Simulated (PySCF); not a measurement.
# GeH3I: a look at the electrons

Aim: take GeH3I and analyse its density (charges, bond critical points, surface potential), see where an electron leaves and enters and measure its response to a uniform field.

The runs use PySCF 2.14.0; levels as typed in each script, gas phase, geometry from GFN2-xTB.

### 1 Starting geometry

SMILES `I[GeH3]`, 5 atoms, charge 0, spin multiplicity 1.

Bond lengths: I1–Ge2 2.476 Å, Ge2–H3 1.497 Å, Ge2–H4 1.493 Å, Ge2–H5 1.497 Å. Angles: I1–Ge2–H3 107.6°, I1–Ge2–H4 107.8°, I1–Ge2–H5 107.6°, H3–Ge2–H4 111.1°, H3–Ge2–H5 111.3°, H4–Ge2–H5 111.2°.

Coordinates:

```xyz
5
GeH3I
I    -1.0001    0.0000    0.0000
Ge    1.4755    0.0000    0.0001
H     1.9287   -1.1317   -0.8693
H     1.9325   -0.1878    1.4093
H     1.9287    1.3189   -0.5453
```

### 2 Density, bond paths and surface potential (wB97X/def2-tzvp)

Input file input.py:

```python
import numpy as np
from pyscf import gto, scf, dft
from pyscf.scf import atom_ks, atom_hf
from scipy.linalg import block_diag

def solve(mol, dm0=None, hcore=None):
    mf = (dft.UKS if mol.spin else dft.RKS)(mol, xc='wb97x')
    mf.grids.level = 3
    mf = mf.density_fit(auxbasis='def2-universal-jkfit')
    mf.conv_tol, mf.max_cycle = 1e-8, 80
    if hcore is not None:
        mf.get_hcore = lambda *args: hcore
    mf.kernel(dm0)
    if not mf.converged:
        mf = mf.newton().run(mf.mo_coeff, mf.mo_occ, max_cycle=30)
    assert mf.converged, 'SCF not converged'
    return mf

mol = gto.M(atom='''
I     -1.00014    -0.00001     0.00002
Ge     1.47554     0.00003     0.00013
H      1.92872    -1.13173    -0.86934
H      1.93255    -0.18782     1.40933
H      1.92866     1.31892    -0.54526
''', basis='def2-tzvp', ecp={'I': 'def2-tzvp'}, charge=0, spin=0, verbose=4)
mf = solve(mol)
mf.analyze()
# spherically averaged free atoms, for the promolecule
atom_ks.AtomSphAverageRKS.init_guess_by_vsap = lambda self, mol=None: self.init_guess_by_minao(mol)  # core potentials
atm = atom_ks.get_atm_nrks(mol, xc='wb97x')
pro = block_diag(*[(atm[a[0]][2] * atm[a[0]][3]) @ atm[a[0]][2].T for a in mol._atom])
np.savez('result.npz', e=mf.e_tot, c=mf.mo_coeff, occ=mf.mo_occ, eps=mf.mo_energy, pro=pro, dip=mf.dip_moment(verbose=0), s2=mf.spin_square()[0])
```

Run with:

```
OMP_NUM_THREADS=1 python input.py
```

### 4 Removing and adding an electron (wB97X/def2-tzvp)

Input file input.py:

```python
import numpy as np
from pyscf import gto, scf, dft
from pyscf.scf import atom_ks, atom_hf
from scipy.linalg import block_diag

def solve(mol, dm0=None, hcore=None):
    mf = (dft.UKS if mol.spin else dft.RKS)(mol, xc='wb97x')
    mf.grids.level = 3
    mf = mf.density_fit(auxbasis='def2-universal-jkfit')
    mf.conv_tol, mf.max_cycle = 1e-8, 80
    if hcore is not None:
        mf.get_hcore = lambda *args: hcore
    mf.kernel(dm0)
    if not mf.converged:
        mf = mf.newton().run(mf.mo_coeff, mf.mo_occ, max_cycle=30)
    assert mf.converged, 'SCF not converged'
    return mf

mol = gto.M(atom='''
I     -1.00014    -0.00001     0.00002
Ge     1.47554     0.00003     0.00013
H      1.92872    -1.13173    -0.86934
H      1.93255    -0.18782     1.40933
H      1.92866     1.31892    -0.54526
''', basis='def2-tzvp', ecp={'I': 'def2-tzvp'}, charge=0, spin=0, verbose=4)
mf = solve(mol)
out = dict(e0=mf.e_tot, dm0=mf.make_rdm1(), c=mf.mo_coeff, occ=mf.mo_occ, eps=mf.mo_energy)
for name, dq, spin in [('cation', 1, 1)]:
    ion = mol.copy().set(charge=mol.charge + dq, spin=spin).build()
    mi = solve(ion)
    if spin and dq > 0 and mol.nao < 130:
        c, _, stable, _ = mi.stability(return_status=True)
        if not stable:
            mi = solve(ion, mi.make_rdm1(c, mi.mo_occ))
    print(name, 'vertical energy change / eV', (mi.e_tot - mf.e_tot) * 27.211386)
    out.update({'e_' + name: mi.e_tot, 'dm_' + name: mi.make_rdm1(), 's2_' + name: mi.spin_square()[0], 'eps_' + name: mi.mo_energy, 'occ_' + name: mi.mo_occ})
# spherically averaged free atoms, for the promolecule
atom_ks.AtomSphAverageRKS.init_guess_by_vsap = lambda self, mol=None: self.init_guess_by_minao(mol)  # core potentials
atm = atom_ks.get_atm_nrks(mol, xc='wb97x')
pro = block_diag(*[(atm[a[0]][2] * atm[a[0]][3]) @ atm[a[0]][2].T for a in mol._atom])
np.savez('result.npz', pro=pro, **out)
```

### 5 Response to an electric field (wB97X/def2-tzvp)

Input file input.py:

```python
import numpy as np
from pyscf import gto, scf, dft
from pyscf.scf import atom_ks, atom_hf
from scipy.linalg import block_diag

def solve(mol, dm0=None, hcore=None):
    mf = (dft.UKS if mol.spin else dft.RKS)(mol, xc='wb97x')
    mf.grids.level = 3
    mf = mf.density_fit(auxbasis='def2-universal-jkfit')
    mf.conv_tol, mf.max_cycle = 1e-8, 80
    if hcore is not None:
        mf.get_hcore = lambda *args: hcore
    mf.kernel(dm0)
    if not mf.converged:
        mf = mf.newton().run(mf.mo_coeff, mf.mo_occ, max_cycle=30)
    assert mf.converged, 'SCF not converged'
    return mf

mol = gto.M(atom='''
I     -1.00014    -0.00001     0.00002
Ge     1.47554     0.00003     0.00013
H      1.92872    -1.13173    -0.86934
H      1.93255    -0.18782     1.40933
H      1.92866     1.31892    -0.54526
''', basis='def2-tzvp', ecp={'I': 'def2-tzvp'}, charge=0, spin=0, verbose=4)
field = np.array([0.004, 0.0, 0.0])  # atomic units
mol.set_common_orig(mol.atom_charges() @ mol.atom_coords() / mol.atom_charges().sum())
mf = solve(mol)
out = dict(dm0=mf.make_rdm1(), d0=mf.dip_moment(unit='AU'), e0=mf.e_tot)
for name, sign in (('p', 1), ('m', -1)):
    h = mf.get_hcore() + sign * np.einsum('x,xij->ij', field, mol.intor('int1e_r'))
    mi = solve(mol, mf.make_rdm1(), h)
    out.update({'dm' + name: mi.make_rdm1(), 'd' + name: mi.dip_moment(unit='AU'), 'e' + name: mi.e_tot})
# spherically averaged free atoms, for the promolecule
atom_ks.AtomSphAverageRKS.init_guess_by_vsap = lambda self, mol=None: self.init_guess_by_minao(mol)  # core potentials
atm = atom_ks.get_atm_nrks(mol, xc='wb97x')
pro = block_diag(*[(atm[a[0]][2] * atm[a[0]][3]) @ atm[a[0]][2].T for a in mol._atom])
np.savez('result.npz', pro=pro, **out)
```

(Steps that only read results are left out.)

Before running it: what results should come out? Wanted: dipole moment; HOMO, LUMO; polarisability along the field.

The runs gave:

| quantity | value |
| --- | --- |
| dipole moment (wB97X/def2-tzvp) | 1.55 D |
| HOMO, LUMO (wB97X/def2-tzvp) | -9.80, 1.14 eV |
| polarisability along the field (wB97X/def2-tzvp) | 79.9 bohr³ |

At wB97X/def2-tzvp: The highest Hirshfeld charge is on Ge2 (+0.29 e), the lowest on I1 (−0.11 e). The geometry was not optimised at these levels.
